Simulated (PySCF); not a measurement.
# H9NSeSi3: the cost of one run

Programs: PySCF 2.14.0, with routines of our own; each step states its level. All values are computed. Atoms count from 0.

## (1) The starting structure

14 atoms, charge 0, multiplicity 1; geometry from: GFN2-xTB.

## (2) Optimising the geometry at PBE0-D3(BJ)/def2-SVP

Job settings and geometry (Å):

```
{"job": {"xc": "PBE0", "basis": "def2-SVP", "d3": "d3bj", "grid": 1, "maxiter": 30, "shake": 0.01, "kind": "geom"}, "charge": 0, "multiplicity": 1}
Si    -1.580550    -1.258980     0.314760
N     -0.336250    -0.038940     0.297850
Si    -0.736930     1.641580     0.624210
Si     1.287500    -0.539140    -0.161450
Se     2.763740     0.959560     0.618510
H     -2.632330    -0.767400     1.234520
H     -2.109560    -1.375320    -1.050830
H     -0.994750    -2.487920     0.749130
H     -2.061480     1.891040     0.131010
H     -0.659750     1.837540     2.092100
H      0.250330     2.476640    -0.057060
H      1.391950    -0.603650    -1.608900
H      1.546520    -1.812310     0.453930
H      3.864420     0.062220     0.634510
```

Command:

```bash
$ OMP_NUM_THREADS=1 python heavy_run.py task.json out
```

The driver reads the jobs from task.json and runs them one after another.

Q: Estimate the wall time and peak memory of this first job on 1 thread of Intel Xeon 6975P-C, shared host.

About 2.4 min, with a peak of 0.58 GiB.
